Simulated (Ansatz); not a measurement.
Working through a short molecular-dynamics run of RbMgSbO3, space group R3m

Computed with Ansatz 0.2.0, Python API.

The script reads `POSCAR`:
```text
RbMgSbO3
1.0
   3.14300845    1.81461677    3.76959427
  -3.14300845    1.81461677    3.76959427
   0.00000000   -3.62923355    3.76959427
Rb Mg Sb O
1 1 1 3
Direct
   0.89527809    0.89527809    0.89527809
   0.31853923    0.31853923    0.31853923
   0.57012762    0.57012762    0.57012762
   0.49464547    0.49464548    0.96726023
   0.96726023    0.49464547    0.49464548
   0.49464547    0.96726023    0.49464548
```

The cells in order, each with its output:

In [1]:
```python
import warnings

import ansatz as az
from ase.io import read
import matplotlib.pyplot as plt
import numpy as np
```

In [2]:
```python
config = {
    "kmesh": (2, 2, 2),
    "width_ev": 0.05,
    "n_steps": 25,
    "temperature_k": 500,
}
```

In [3]:
```python
warnings.simplefilter("ignore", az.DeckWarning)
```

In [4]:
```python
atoms = read("POSCAR", format="vasp")
rbmgsbo3 = az.Crystal.from_ase(atoms)

[site.symbol for site in rbmgsbo3.resolved().sites]
```
Out [4]:
```text
['Rb', 'Mg', 'Sb', 'O', 'O', 'O']
```

In [5]:
```python
# a coarse mesh keeps each step cheap
calc = (
    rbmgsbo3.calculation()
    .functional(az.Functional.PBE)
    .basis(17 * az.Ha)
    .kpoints(*config["kmesh"])  # sampling of the Brillouin zone
    .occupations(az.OccupationsMethod.METHFESSEL_PAXTON, width=config["width_ev"])
    .md(az.Ensemble.NVT_NOSE_HOOVER, timestep=2.0, steps=config["n_steps"], temperature=config["temperature_k"], thermostat_time=50, initial_velocities="maxwell_boltzmann", seed=359)
)
steps = []
```

In [6]:
```python
def follow(event):
    if event["event"] != "md_step":
        return
    row = event["data"]
    steps.append(row)
    print(f"t = {row['time_fs']:6.1f} fs  E_pot = {row['lagrangian_ev']:.4f} eV  E_kin = {row['e_kin_ev']:.4f} eV  T = {row['temperature_k']:7.1f} K")


done = calc.session().plan(threads=1).execute(on_event=follow)
summary = done.report
```
```text
t =    0.0 fs  E_pot = -13380.6029 eV  E_kin = 0.3231 eV  T =   500.0 K
t =    2.0 fs  E_pot = -13380.5974 eV  E_kin = 0.3177 eV  T =   491.6 K
t =    4.0 fs  E_pot = -13380.5815 eV  E_kin = 0.3020 eV  T =   467.3 K
t =    6.0 fs  E_pot = -13380.5581 eV  E_kin = 0.2790 eV  T =   431.7 K
t =    8.0 fs  E_pot = -13380.5312 eV  E_kin = 0.2525 eV  T =   390.7 K
t =   10.0 fs  E_pot = -13380.5046 eV  E_kin = 0.2264 eV  T =   350.3 K
t =   12.0 fs  E_pot = -13380.4815 eV  E_kin = 0.2040 eV  T =   315.6 K
t =   14.0 fs  E_pot = -13380.4639 eV  E_kin = 0.1871 eV  T =   289.5 K
t =   16.0 fs  E_pot = -13380.4521 eV  E_kin = 0.1761 eV  T =   272.5 K
t =   18.0 fs  E_pot = -13380.4449 eV  E_kin = 0.1699 eV  T =   262.9 K
t =   20.0 fs  E_pot = -13380.4402 eV  E_kin = 0.1665 eV  T =   257.7 K
t =   22.0 fs  E_pot = -13380.4362 eV  E_kin = 0.1640 eV  T =   253.7 K
t =   24.0 fs  E_pot = -13380.4312 eV  E_kin = 0.1609 eV  T =   249.0 K
t =   26.0 fs  E_pot = -13380.4251 eV  E_kin = 0.1570 eV  T =   242.9 K
t =   28.0 fs  E_pot = -13380.4186 eV  E_kin = 0.1529 eV  T =   236.6 K
t =   30.0 fs  E_pot = -13380.4130 eV  E_kin = 0.1501 eV  T =   232.3 K
t =   32.0 fs  E_pot = -13380.4101 eV  E_kin = 0.1503 eV  T =   232.5 K
t =   34.0 fs  E_pot = -13380.4112 eV  E_kin = 0.1546 eV  T =   239.3 K
t =   36.0 fs  E_pot = -13380.4166 eV  E_kin = 0.1639 eV  T =   253.5 K
t =   38.0 fs  E_pot = -13380.4260 eV  E_kin = 0.1777 eV  T =   274.9 K
t =   40.0 fs  E_pot = -13380.4383 eV  E_kin = 0.1951 eV  T =   301.8 K
t =   42.0 fs  E_pot = -13380.4513 eV  E_kin = 0.2141 eV  T =   331.3 K
t =   44.0 fs  E_pot = -13380.4627 eV  E_kin = 0.2325 eV  T =   359.8 K
t =   46.0 fs  E_pot = -13380.4703 eV  E_kin = 0.2480 eV  T =   383.7 K
t =   48.0 fs  E_pot = -13380.4721 eV  E_kin = 0.2586 eV  T =   400.1 K
t =   50.0 fs  E_pot = -13380.4673 eV  E_kin = 0.2632 eV  T =   407.3 K
```

In [7]:
```python
summary["free_energy_ev"]
```
Out [7]:
```text
-13380.467307928393
```

In [8]:
```python
temperature = np.array([s["temperature_k"] for s in steps])
print(f"mean temperature of the second half {temperature[len(steps) // 2 :].mean():.1f} K")
```
```text
mean temperature of the second half 299.7 K
```

In [9]:
```python
kept = np.array([s["conserved_ev"] for s in steps], float)
print(f"conserved quantity (thermostat and barostat terms included) drifts by {1000 * (kept[-1] - kept[0]) / len(done.lattice.sites):+.3f} meV/atom")
```
```text
conserved quantity (thermostat and barostat terms included) drifts by +0.094 meV/atom
```

In [10]:
```python
with open("trajectory.xyz", "w") as handle:
    for s in steps[::5]:
        handle.write(f"{len(s['positions_ang'])}\nt = {s['time_fs']} fs\n")
        for site, xyz in zip(done.lattice.sites, s["positions_ang"]):
            handle.write("{} {:.4f} {:.4f} {:.4f}\n".format(site.symbol, *xyz))
```

In [11]:
```python
time = [s["time_fs"] for s in steps]
fig, ax = plt.subplots(figsize=(5, 3))
ax.plot(time, [s["lagrangian_ev"] - steps[0]["lagrangian_ev"] for s in steps], label="potential")
ax.plot(time, [s["e_kin_ev"] for s in steps], label="kinetic")
ax.set(xlabel="time (fs)", ylabel="energy (eV)")
ax.legend()
fig.tight_layout()
fig.savefig("md.png", dpi=100)
```

File `trajectory.xyz` afterwards:
```text
6
t = 0.0 fs
Rb 0.0000 -0.0000 10.1245
Mg 0.0000 -0.0000 3.6023
Sb 0.0000 -0.0000 6.4474
O -0.0000 -1.7152 7.3754
O 1.4854 0.8576 7.3754
O -1.4854 0.8576 7.3754
6
t = 10.0 fs
Rb -0.0096 -0.0045 10.1066
Mg -0.0029 0.0557 3.5687
Sb -0.0044 -0.0013 6.4702
O 0.0601 -1.7264 7.3563
O 1.5398 0.8452 7.4515
O -1.5109 0.8310 7.2918
6
t = 20.0 fs
Rb -0.0192 -0.0083 10.0889
Mg -0.0006 0.0776 3.5443
Sb 0.0020 -0.0003 6.4916
O 0.1126 -1.7066 7.3392
O 1.5417 0.8150 7.5003
O -1.5659 0.8206 7.2287
6
t = 30.0 fs
Rb -0.0288 -0.0110 10.0715
Mg -0.0078 0.0600 3.5364
Sb 0.0193 0.0076 6.5069
O 0.1517 -1.6889 7.3421
O 1.5001 0.7845 7.5249
O -1.6331 0.8139 7.1896
6
t = 40.0 fs
Rb -0.0387 -0.0124 10.0545
Mg -0.0431 0.0234 3.5508
Sb 0.0401 0.0232 6.5131
O 0.1716 -1.7118 7.3706
O 1.4558 0.7868 7.5470
O -1.6605 0.7791 7.1616
6
t = 50.0 fs
Rb -0.0492 -0.0129 10.0376
Mg -0.0960 -0.0196 3.5871
Sb 0.0589 0.0380 6.5103
O 0.1685 -1.7470 7.4025
O 1.4356 0.8417 7.5916
O -1.6438 0.7143 7.1414
```

Notes:
- Total energies depend on the potentials; only differences at equal settings carry meaning.
- The k-point mesh is coarse, and energy and stress weren't tested for convergence.
- The structure comes from a database of computed cells and needn't be a stable or known phase.
- A small cell, a coarse mesh and a very short run: it shows the set-up and gives no equilibrium averages.
- It ran for 82 s on 1 thread of Arm Neoverse N1, with other jobs on the host, peak memory 0.56 GiB.
